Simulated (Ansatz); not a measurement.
# C₂H₆BFS: one species, many methods

Aim: compute C₂H₆BFS with functionals from several rungs and with coupled cluster. The yardstick is the atomisation energy at the CCSD(T) limit.

Computed with Ansatz 0.2.0, Gaussian basis. Level: functionals in def2-TZVPP, the program's frozen cores in correlated methods.

Levels to be run: PBE-D4, r2SCAN-D4, PBE0-D4, B3LYP-D4, ωB97X-V, ωB97M-V, B2PLYP; CCSD(T)/def2-TZVPP; MP2/def2-QZVPP; extrapolation to the limit.

## Step 1: Structure used throughout

All runs share one geometry, relaxed beforehand with PBE0-D4 in a triple-zeta def2 set.

11 atoms, charge 0, spin multiplicity 1.

Atoms are counted from 1 here; the program's logs count them from 0.

Bond lengths: B1–C2 1.547 Å, B1–S5 2.066 Å, B1–H6 1.193 Å, B1–H7 1.196 Å, C2–C3 1.493 Å, C2–F4 1.360 Å, C2–S5 1.928 Å, C3–H8 1.093 Å, C3–H9 1.092 Å, C3–H10 1.090 Å, S5–H11 1.342 Å. Angles: C2–B1–S5 62.6°, C2–B1–H6 119.4°, C2–B1–H7 117.0°, S5–B1–H6 110.2°, S5–B1–H7 106.7°, H6–B1–H7 122.0°, B1–C2–C3 125.8°, B1–C2–F4 119.3°, B1–C2–S5 72.0°, C3–C2–F4 110.5°, C3–C2–S5 111.2°, F4–C2–S5 109.2°, C2–C3–H8 108.1°, C2–C3–H9 111.7°, C2–C3–H10 110.5°, H8–C3–H9 108.8°, H8–C3–H10 108.1°, H9–C3–H10 109.6° and more.

## Step 2: PBE-D4 (GGA)

The input, in.yaml:

```yaml
crystal:
  periodic: [false, false, false]
  atoms:
    - {symbol: B, position_ang: [-0.608075, 0.853007, 0.914299]}
    - {symbol: C, position_ang: [-0.257822, -0.263239, -0.097567]}
    - {symbol: C, position_ang: [0.995967, -1.074667, -0.103494]}
    - {symbol: F, position_ang: [-1.262405, -0.934707, -0.722757]}
    - {symbol: S, position_ang: [0.007548, 1.436058, -0.969304]}
    - {symbol: H, position_ang: [-1.750766, 1.150893, 1.084242]}
    - {symbol: H, position_ang: [0.252826, 1.184505, 1.675436]}
    - {symbol: H, position_ang: [0.848056, -1.932944, 0.557570]}
    - {symbol: H, position_ang: [1.236006, -1.438553, -1.104209]}
    - {symbol: H, position_ang: [1.830758, -0.489657, 0.282421]}
    - {symbol: H, position_ang: [-1.226690, 1.452305, -1.496138]}
basis:
  gaussian: {orbitals: def2-TZVPP}
hamiltonian: {xc: pbe, dispersion: d4}
output: {forces: true, orbitals: {seedname: orbitals}}
```

Command:

```
ansatz run in.yaml --threads 4 --pin off --events-out ev --progress --plain --max-ram 10444MiB
```

The log of the run (excerpt; [...] marks lines left out):

```text
Functional definition: PBE
  name "PBE"
  cite "Perdew, Burke & Ernzerhof, Phys. Rev. Lett. 77, 3865 (1996) doi:10.1103/PhysRevLett.77.3865"
  parent pbe
[...]
1323 factors; their error is unknown
[...]
mean field -16391.27943628 eV, -602.3684088751 hartree, gradient 4.1e-5 eV, S^2 0.000000; 0 other end points of the search recorded, 0 dependent functions left out
[...]
reference -16391.27947801 eV, -602.3684104084 hartree; 24, 24 occupied and 226, 226 virtual orbitals, 1323 factors
Total energy: -16391.51241802 eV, -602.3769707961 hartree
Atom 0 at    -0.608075     0.853007     0.914299 Å, force    -0.014697     0.098660     0.018227 eV/Å
Atom 1 at    -0.257822    -0.263239    -0.097567 Å, force     0.247143     0.035066     0.309365 eV/Å
Atom 2 at     0.995967    -1.074667    -0.103494 Å, force     0.035890     0.003323    -0.015524 eV/Å
Atom 3 at    -1.262405    -0.934707    -0.722757 Å, force    -0.545864    -0.399445    -0.310503 eV/Å
Atom 4 at     0.007548     1.436058    -0.969304 Å, force     0.331982     0.357810    -0.040650 eV/Å
Atom 5 at    -1.750766     1.150893     1.084242 Å, force    -0.118233     0.031946     0.030179 eV/Å
Atom 6 at     0.252826     1.184505     1.675436 Å, force     0.085351     0.039653     0.087843 eV/Å
Atom 7 at     0.848056    -1.932944     0.557570 Å, force    -0.019036    -0.172628     0.135276 eV/Å
Atom 8 at     1.236006    -1.438553    -1.104209 Å, force     0.065706    -0.087864    -0.197003 eV/Å
Atom 9 at     1.830758    -0.489657     0.282421 Å, force     0.178875     0.100071     0.077276 eV/Å
Atom 10 at    -1.226690     1.452305    -1.496138 Å, force    -0.247116    -0.006593    -0.094488 eV/Å
Dipole moment:     0.215093    -0.070522    -0.253462 e Å
```

Wall time 2.5 s (4 threads of Arm Neoverse V1, shared host); peak memory 0.32 GiB.

With the free atoms at this level, -16348.797 eV in sum, the atomisation energy is 42.715 eV. HOMO -6.76 eV, LUMO -1.45 eV.

## Step 3: r2SCAN-D4 (meta-GGA)

Edit in.yaml of step 2 so:

```diff
@@ -16,3 +16,3 @@
   gaussian: {orbitals: def2-TZVPP}
-hamiltonian: {xc: pbe, dispersion: d4}
+hamiltonian: {xc: r2scan, dispersion: d4}
 output: {forces: true, orbitals: {seedname: orbitals}}
```

Same command.

The log of the run (excerpt; [...] marks lines left out):

```text
Functional definition: r2SCAN
  name "r2SCAN"
  cite "Furness, Kaplan, Ning, Perdew & Sun, J. Phys. Chem. Lett. 11, 8208 (2020) doi:10.1021/acs.jpclett.0c02405"
  cite "Furness, Kaplan, Ning, Perdew & Sun, J. Phys. Chem. Lett. 11, 9248 (2020) doi:10.1021/acs.jpclett.0c03077"
  parent r2scan
[...]
1323 factors; their error is unknown
[...]
mean field -16399.02450175 eV, -602.6530347815 hartree, gradient 6.0e-5 eV, S^2 0.000000; 0 other end points of the search recorded, 0 dependent functions left out
[...]
reference -16399.02451424 eV, -602.6530352404 hartree; 24, 24 occupied and 226, 226 virtual orbitals, 1323 factors
Total energy: -16399.08044315 eV, -602.6550905897 hartree
Atom 0 at    -0.608075     0.853007     0.914299 Å, force    -0.049820     0.057636     0.083690 eV/Å
Atom 1 at    -0.257822    -0.263239    -0.097567 Å, force     0.168283    -0.014990     0.307972 eV/Å
Atom 2 at     0.995967    -1.074667    -0.103494 Å, force     0.090946    -0.057597    -0.024262 eV/Å
Atom 3 at    -1.262405    -0.934707    -0.722757 Å, force    -0.262169    -0.197845    -0.172251 eV/Å
Atom 4 at     0.007548     1.436058    -0.969304 Å, force     0.076605     0.261806    -0.159472 eV/Å
Atom 5 at    -1.750766     1.150893     1.084242 Å, force     0.042468    -0.017284    -0.006352 eV/Å
Atom 6 at     0.252826     1.184505     1.675436 Å, force    -0.029584    -0.020669    -0.025973 eV/Å
Atom 7 at     0.848056    -1.932944     0.557570 Å, force    -0.005565     0.010738    -0.007842 eV/Å
Atom 8 at     1.236006    -1.438553    -1.104209 Å, force    -0.000205    -0.003861     0.013138 eV/Å
Atom 9 at     1.830758    -0.489657     0.282421 Å, force    -0.016015    -0.010795    -0.010222 eV/Å
Atom 10 at    -1.226690     1.452305    -1.496138 Å, force    -0.014944    -0.007141     0.001573 eV/Å
Dipole moment:     0.217471    -0.075656    -0.237387 e Å
```

Wall time 4.7 s (4 threads of Arm Neoverse V1, shared host); peak memory 0.35 GiB.

Atomisation energy: 41.949 eV (free atoms -16357.131 eV, run apart). HOMO -7.03 eV, LUMO -1.19 eV.

## Step 4: PBE0-D4 (hybrid)

Edit in.yaml of step 3 so:

```diff
@@ -16,3 +16,3 @@
   gaussian: {orbitals: def2-TZVPP}
-hamiltonian: {xc: r2scan, dispersion: d4}
-output: {forces: true, orbitals: {seedname: orbitals}}
+hamiltonian: {xc: pbe0, dispersion: d4}
+output: {orbitals: {seedname: orbitals}}
```

Launched as before.

The log of the run:

```text
Functional definition: PBE0
  name "PBE0"
  cite "Adamo & Barone, J. Chem. Phys. 110, 6158 (1999) doi:10.1063/1.478522"
  cite "Perdew, Burke & Ernzerhof, Phys. Rev. Lett. 77, 3865 (1996) doi:10.1103/PhysRevLett.77.3865"
  parent pbe
  parameter a = 0.25
  parameter kappa = 0.804
  parameter beta = 0.06672455060314922
  exchange = (1 - a)*pbe_x(kappa = kappa, mu = beta*pi^2/3) + a*exact_x
  correlation = pbe_c(beta = beta)
1354 factors; their error is unknown
mean field evaluation 1: about -16385.6659 eV, gradient 5.3e1 eV
mean field evaluation 2: about -16381.4512 eV, gradient 6.5e1 eV
mean field evaluation 4: about -16392.6122 eV, gradient 3.9e0 eV
mean field evaluation 8: about -16392.6445 eV, gradient 7.6e-2 eV
mean field evaluation 16: about -16392.6537 eV, gradient 6.9e-5 eV
mean field -16392.65371812 eV, -602.4189128010 hartree, gradient 6.9e-5 eV, S^2 0.000000; 0 other end points of the search recorded, 0 dependent functions left out
reference -16392.65374874 eV, -602.4189139266 hartree; 24, 24 occupied and 226, 226 virtual orbitals, 1354 factors
Total energy: -16392.84837157 eV, -602.4260661835 hartree
```

Run time: 2.8 s. Hardware: 4 threads of Arm Neoverse V1, shared host; peak memory 0.59 GiB.

Atomisation energy: 41.930 eV (free atoms -16350.918 eV, run apart). HOMO -8.08 eV, LUMO -0.43 eV.

## Step 5: B3LYP-D4 (hybrid)

B3LYP here takes the VWN-RPA correlation.

Edit in.yaml of step 4 so:

```diff
@@ -16,3 +16,3 @@
   gaussian: {orbitals: def2-TZVPP}
-hamiltonian: {xc: pbe0, dispersion: d4}
-output: {orbitals: {seedname: orbitals}}
+hamiltonian: {xc: {name: B3LYP}, dispersion: d4}
+output: {forces: true, orbitals: {seedname: orbitals}}
```

The command is unchanged.

The log of the run (excerpt; [...] marks lines left out):

```text
Functional definition: B3LYP
  name "B3LYP"
  cite "Stephens, Devlin, Chabalowski & Frisch, J. Phys. Chem. 98, 11623 (1994) doi:10.1021/j100096a001"
  cite "Becke, Phys. Rev. A 38, 3098 (1988) doi:10.1103/PhysRevA.38.3098"
  cite "Lee, Yang & Parr, Phys. Rev. B 37, 785 (1988) doi:10.1103/PhysRevB.37.785"
  cite "Vosko, Wilk & Nusair, Can. J. Phys. 58, 1200 (1980) doi:10.1139/p80-159"
[...]
1335 factors; their error is unknown
[...]
mean field -16403.35341528 eV, -602.8121194191 hartree, gradient 2.4e-5 eV, S^2 0.000000; 0 other end points of the search recorded, 0 dependent functions left out
[...]
reference -16403.35367761 eV, -602.8121290597 hartree; 24, 24 occupied and 226, 226 virtual orbitals, 1335 factors
Total energy: -16403.73009651 eV, -602.8259621992 hartree
Atom 0 at    -0.608075     0.853007     0.914299 Å, force    -0.101534    -0.050787     0.328847 eV/Å
Atom 1 at    -0.257822    -0.263239    -0.097567 Å, force     0.152969     0.110745     0.311969 eV/Å
Atom 2 at     0.995967    -1.074667    -0.103494 Å, force     0.157110    -0.124648     0.029373 eV/Å
Atom 3 at    -1.262405    -0.934707    -0.722757 Å, force    -0.317503    -0.221061    -0.176171 eV/Å
Atom 4 at     0.007548     1.436058    -0.969304 Å, force     0.064497     0.333611    -0.402230 eV/Å
Atom 5 at    -1.750766     1.150893     1.084242 Å, force     0.133694    -0.031850    -0.000478 eV/Å
Atom 6 at     0.252826     1.184505     1.675436 Å, force    -0.111994    -0.034230    -0.065073 eV/Å
Atom 7 at     0.848056    -1.932944     0.557570 Å, force     0.025491     0.028701    -0.034218 eV/Å
Atom 8 at     1.236006    -1.438553    -1.104209 Å, force    -0.001725     0.011373     0.053554 eV/Å
Atom 9 at     1.830758    -0.489657     0.282421 Å, force    -0.029940    -0.048180    -0.026509 eV/Å
Atom 10 at    -1.226690     1.452305    -1.496138 Å, force     0.028934     0.026326    -0.019063 eV/Å
Dipole moment:     0.226941    -0.055954    -0.228809 e Å
```

It took 4.4 s on 4 threads of Arm Neoverse V1, shared host; peak memory 0.71 GiB.

With the free atoms at this level, -16362.162 eV in sum, the atomisation energy is 41.569 eV. HOMO -7.88 eV, LUMO -0.69 eV.

## Step 6: ωB97X-V (range-separated)

Edit in.yaml of step 5 so:

```diff
@@ -16,3 +16,3 @@
   gaussian: {orbitals: def2-TZVPP}
-hamiltonian: {xc: {name: B3LYP}, dispersion: d4}
-output: {forces: true, orbitals: {seedname: orbitals}}
+hamiltonian: {xc: {name: wB97X-V}}
+output: {orbitals: {seedname: orbitals}}
```

The command is unchanged.

The log of the run (excerpt; [...] marks lines left out):

```text
Functional definition: wB97X-V
  name "wB97X-V"
  cite "Mardirossian & Head-Gordon, Phys. Chem. Chem. Phys. 16, 9904 (2014) doi:10.1039/C3CP54374A"
  cite "Becke, J. Chem. Phys. 107, 8554 (1997) doi:10.1063/1.475007"
  cite "Vydrov & Van Voorhis, J. Chem. Phys. 133, 244103 (2010) doi:10.1063/1.3521275"
[...]
      + integral(e_c_pw_opposite_spin*poly(b97_u_opposite, cos0, cos1)) + vv10(b, c)
1330 factors; their error is unknown
321 factors; integrals over basis functions are off by at most 9.2e-6 eV
[...]
mean field -16399.33480035 eV, -602.6644380446 hartree, gradient 3.9e-5 eV, S^2 0.000000; 0 other end points of the search recorded, 0 dependent functions left out
reference -16399.33479829 eV, -602.6644379688 hartree; 24, 24 occupied and 226, 226 virtual orbitals, 1330 factors
Total energy: -16399.33479829 eV, -602.6644379688 hartree
```

Wall time 7.5 s (4 threads of Arm Neoverse V1, shared host); peak memory 0.73 GiB.

Atomisation energy: 41.690 eV (free atoms -16357.645 eV, run apart). HOMO -10.40 eV, LUMO 1.78 eV.

## Step 7: ωB97M-V (range-separated)

Edit in.yaml of step 6 so:

```diff
@@ -16,3 +16,3 @@
   gaussian: {orbitals: def2-TZVPP}
-hamiltonian: {xc: {name: wB97X-V}}
-output: {orbitals: {seedname: orbitals}}
+hamiltonian: {xc: {name: wB97M-V}}
+output: {forces: true, orbitals: {seedname: orbitals}}
```

Same command.

The log of the run (excerpt; [...] marks lines left out):

```text
Functional definition: wB97M-V
  name "wB97M-V"
  cite "Mardirossian & Head-Gordon, J. Chem. Phys. 144, 214110 (2016) doi:10.1063/1.4952647"
  cite "Becke, J. Chem. Phys. 107, 8554 (1997) doi:10.1063/1.475007"
  cite "Vydrov & Van Voorhis, J. Chem. Phys. 133, 244103 (2010) doi:10.1063/1.3521275"
  # Of w^i u^j: cxij and so on, Table III.
[...]
  gx(w, u) = 1 - cx + cx01*u + cx10*w
  gss(w, u) = css00 + css04*u^4 + css10*w + css20*w^2 + css43*w^4*u^3
  gos(w, u) = cos00 + cos10*w + (cos20 + cos21*u)*w^2 + (cos60 + cos61*u)*w^6
[...]
      + integral(e_c_pw_mod_opposite_spin*gos(b97_w_opposite, b97_u_opposite)) + vv10(b, c)
1330 factors; their error is unknown
321 factors; integrals over basis functions are off by at most 9.2e-6 eV
[...]
Atom 1 at    -0.257822    -0.263239    -0.097567 Å, force     0.075004     0.243186     0.195649 eV/Å
Atom 2 at     0.995967    -1.074667    -0.103494 Å, force     0.177379    -0.141596     0.014401 eV/Å
Atom 3 at    -1.262405    -0.934707    -0.722757 Å, force    -0.193503    -0.104740    -0.137349 eV/Å
Atom 4 at     0.007548     1.436058    -0.969304 Å, force    -0.051238     0.031537    -0.217562 eV/Å
Atom 5 at    -1.750766     1.150893     1.084242 Å, force     0.141412    -0.049048    -0.032813 eV/Å
Atom 6 at     0.252826     1.184505     1.675436 Å, force    -0.101361    -0.046094    -0.094701 eV/Å
Atom 7 at     0.848056    -1.932944     0.557570 Å, force     0.015035     0.069977    -0.055989 eV/Å
Atom 8 at     1.236006    -1.438553    -1.104209 Å, force    -0.027393     0.038563     0.069530 eV/Å
Atom 9 at     1.830758    -0.489657     0.282421 Å, force    -0.058623    -0.032858    -0.027704 eV/Å
Atom 10 at    -1.226690     1.452305    -1.496138 Å, force     0.097291    -0.002574     0.042773 eV/Å
Dipole moment:     0.226426    -0.054569    -0.233815 e Å
```

Run time: 11 s. Hardware: 4 threads of Arm Neoverse V1, shared host; peak memory 0.9 GiB.

Atomisation energy: 41.817 eV (free atoms -16357.936 eV, run apart). HOMO -10.28 eV, LUMO 1.60 eV.

## Step 8: B2PLYP (double hybrid)

Edit in.yaml of step 7 so:

```diff
@@ -16,3 +16,2 @@
   gaussian: {orbitals: def2-TZVPP}
-hamiltonian: {xc: {name: wB97M-V}}
-output: {forces: true, orbitals: {seedname: orbitals}}
+hamiltonian: {xc: {name: B2PLYP}}
```

Same command.

The log of the run (excerpt; [...] marks lines left out):

```text
Functional definition: B2PLYP
  name "B2PLYP"
  cite "Grimme, J. Chem. Phys. 124, 034108 (2006) doi:10.1063/1.2148954"
  cite "Becke, Phys. Rev. A 38, 3098 (1988) doi:10.1103/PhysRevA.38.3098"
  cite "Lee, Yang & Parr, Phys. Rev. B 37, 785 (1988) doi:10.1103/PhysRevB.37.785"
[...]
1478 factors; integrals over basis functions are off by at most 1.2e-3 eV
[...]
mean field -16386.99467980 eV, -602.2109469787 hartree, gradient 2.2e-6 eV, S^2 0.000000; 0 other end points of the search recorded, 0 dependent functions left out
9 core orbitals not correlated: weight in the atoms' cores, before any rotation towards them, 1.000 or more for the frozen orbitals, at most 0.000 for the correlated occupied ones
reference -16386.99484417 eV, -602.2109530191 hartree; 15, 15 occupied and 226, 226 virtual orbitals, 1478 factors
second order -29.19154092 eV of doubles, -0.00000000 eV of singles
Total energy: -16394.87656021 eV, -602.5006007414 hartree
```

Wall time 5.5 s (4 threads of Arm Neoverse V1, shared host); peak memory 0.67 GiB.

With the free atoms at this level, -16353.776 eV in sum, the atomisation energy is 41.100 eV.

## Step 9: Frontier levels by functional

Dipoles come from the runs that computed forces. Levels are read from the orbital files that the runs wrote:

```csv
functional,HOMO (eV),LUMO (eV),gap (eV),dipole (D)
PBE-D4,-6.76,-1.45,5.31,1.63
r2SCAN-D4,-7.03,-1.19,5.85,1.59
PBE0-D4,-8.08,-0.43,7.65,
B3LYP-D4,-7.88,-0.69,7.19,1.57
ωB97X-V,-10.40,1.78,12.18,
ωB97M-V,-10.28,1.60,11.88,1.59
```

## Step 10: CCSD(T) in def2-TZVPP

Edit in.yaml of step 8 so:

```diff
@@ -16,2 +16,2 @@
   gaussian: {orbitals: def2-TZVPP}
-hamiltonian: {xc: {name: B2PLYP}}
+correlation: {method: ccsd_t}
```

Same command.

The log of the run (excerpt; [...] marks lines left out):

```text
Functional definition: HF
  name "HF"
  cite "Fock, Z. Phys. 61, 126 (1930) doi:10.1007/BF01340294"
  parent pbe
[...]
1478 factors; integrals over basis functions are off by at most 1.2e-3 eV
[...]
mean field -16352.63015200 eV, -600.9480738750 hartree, gradient 1.8e-6 eV, S^2 0.000000; 0 other end points of the search recorded, 0 dependent functions left out
9 core orbitals not correlated: weight in the atoms' cores, before any rotation towards them, 1.000 or more for the frozen orbitals, at most 0.000 for the correlated occupied ones
reference -16352.63015200 eV, -600.9480738750 hartree; 15, 15 occupied and 226, 226 virtual orbitals, 1478 factors
second order -24.10527712 eV of doubles, -0.00000000 eV of singles
cycle   1  -24.61441443 eV  change   -5.1e-1 eV  update   1.1e-1
[...]
cycle  10  -25.32501687 eV  change    2.7e-7 eV  update   1.5e-5
perturbative correction -1.04221548 eV, -0.0383007126 hartree
Total energy: -16378.99738435 eV, -601.9170517916 hartree
```

It took 2.3 min on 4 threads of Arm Neoverse V1, shared host; peak memory 5.5 GiB.

## Step 11: MP2 in def2-QZVPP

Edit in.yaml of step 10 so:

```diff
@@ -15,3 +15,3 @@
 basis:
-  gaussian: {orbitals: def2-TZVPP}
-correlation: {method: ccsd_t}
+  gaussian: {orbitals: "def2-QZVPP.json"}
+correlation: {method: mp2}
```

Launched as before.

The log of the run:

```text
Functional definition: HF
  name "HF"
  cite "Fock, Z. Phys. 61, 126 (1930) doi:10.1007/BF01340294"
  parent pbe
  exchange = exact_x
  correlation = 0
2856 factors; integrals over basis functions are off by at most 9.0e-4 eV
mean field evaluation 1: about -16349.7588 eV, gradient 3.3e1 eV
mean field evaluation 2: about -16349.9334 eV, gradient 3.3e1 eV
mean field evaluation 4: about -16353.1193 eV, gradient 4.1e0 eV
mean field evaluation 8: about -16353.1807 eV, gradient 3.5e-1 eV
mean field -16353.18155827 eV, -600.9683376818 hartree, gradient 3.7e-6 eV, S^2 0.000000; 0 other end points of the search recorded, 0 dependent functions left out
9 core orbitals not correlated: weight in the atoms' cores, before any rotation towards them, 1.000 or more for the frozen orbitals, at most 0.000 for the correlated occupied ones
reference -16353.18155827 eV, -600.9683376818 hartree; 15, 15 occupied and 454, 454 virtual orbitals, 2856 factors
second order -25.96773354 eV of doubles, -0.00000000 eV of singles
Total energy: -16379.14929181 eV, -601.9226342877 hartree
```

Wall time 21 s (4 threads of Arm Neoverse V1, shared host); peak memory 3.1 GiB.

The pieces so far (eV):

```csv
basis,HF,MP2 correlation,CCSD correlation,(T),total
def2-TZVPP,-16352.6302,-24.1053,-25.3250,-1.0422,-16378.9974
def2-QZVPP,-16353.1816,-25.9677,,,-16379.1493 (MP2)
```

The report of the def2-TZVPP run gives T1 = 0.0122.

## Step 12: Extrapolating to the complete basis

No new run: Hartree-Fock is extrapolated as exp(−7.88√X) and correlation as X^−2.97, with X = 3 and 4; only MP2 was run in the larger set, so CCSD(T) minus MP2 is added from the smaller one.

```csv
level,energy at the limit (eV)
HF,-16353.2575
MP2,-16380.6048
CCSD,-16381.8246
CCSD(T),-16382.8668
```

## Step 13: The ladder

Free atoms (1 B, 2 C, 1 F, 1 S, 6 H) were run apart at each level; the atomisation energy is their sum less the molecule, without zero-point or spin-orbit terms.

```csv
method,rung,"atoms, summed (eV)",atomisation energy (eV),from CCSD(T)/CBS (eV),time
PBE-D4,GGA,-16348.797,42.715,+1.278,2.5 s
r2SCAN-D4,meta-GGA,-16357.131,41.949,+0.512,4.7 s
PBE0-D4,hybrid,-16350.918,41.930,+0.493,2.8 s
B3LYP-D4,hybrid,-16362.162,41.569,+0.132,4.4 s
ωB97X-V,range-separated,-16357.645,41.690,+0.253,7.5 s
ωB97M-V,range-separated,-16357.936,41.817,+0.380,11 s
B2PLYP,double hybrid,-16353.776,41.100,-0.337,5.5 s
HF/def2-TZVPP,wavefunction,-16322.204,30.426,-11.011,
MP2/def2-TZVPP,wavefunction,-16335.539,41.196,-0.241,
CCSD/def2-TZVPP,wavefunction,-16338.181,39.774,-1.663,
CCSD(T)/def2-TZVPP,wavefunction,-16338.550,40.448,-0.989,2.3 min
MP2/CBS,wavefunction,-16338.419,42.185,+0.748,
CCSD(T)/CBS,wavefunction,-16341.430,41.437,0,2.7 min
```

Among the levels timed on like hardware and quicker than the yardstick, those that no quicker one beats, quickest first: PBE-D4 (2.5 s, +1.278 eV); PBE0-D4 (2.8 s, +0.493 eV); B3LYP-D4 (4.4 s, +0.132 eV).

B2PLYP carry no dispersion term (for B3LYP, D4 adds 0.376 eV).

Times are those of the molecule's run; HF, MP2 and CCSD come out of the CCSD(T) runs, and the limit's time is the sum of the runs that it needs.

## Step 14: Summary of results

```
                               quantity                                 value
        atomisation energy, CCSD(T)/CBS                             41.437 eV
    functionals within 0.207 eV (0.5 %)                              B3LYP-D4
                               farthest                    PBE-D4 (+1.278 eV)
             mean size of error, hybrid                              0.312 eV
    mean size of error, range-separated                              0.317 eV
              gap, smallest and largest  5.31 eV (PBE-D4), 12.18 eV (ωB97X-V)
                          T1 diagnostic                                0.0122
triples share of the correlation energy                                 4.0 %
```

What this shows: PBE-D4 is off by +1.278 eV. Double hybrids carry the basis error of their MP2 part in triple zeta, and no dispersion term here, so their miss is partly the set-up's. The reference freezes the cores and leaves out relativity and excitations past (T), so misses under about 0.207 eV can't be ranked. Hartree-Fock recovers 73 % of the binding; the rest is correlation. Orbital gaps span 5.3 to 12.2 eV; exact exchange widens them.

B3LYP-D4 reaches 0.132 eV from the reference in 4.4 s, where CCSD(T)/CBS took 2.7 min; the quickest level in the cost chart, PBE-D4, takes 2.5 s and misses by 1.278 eV.
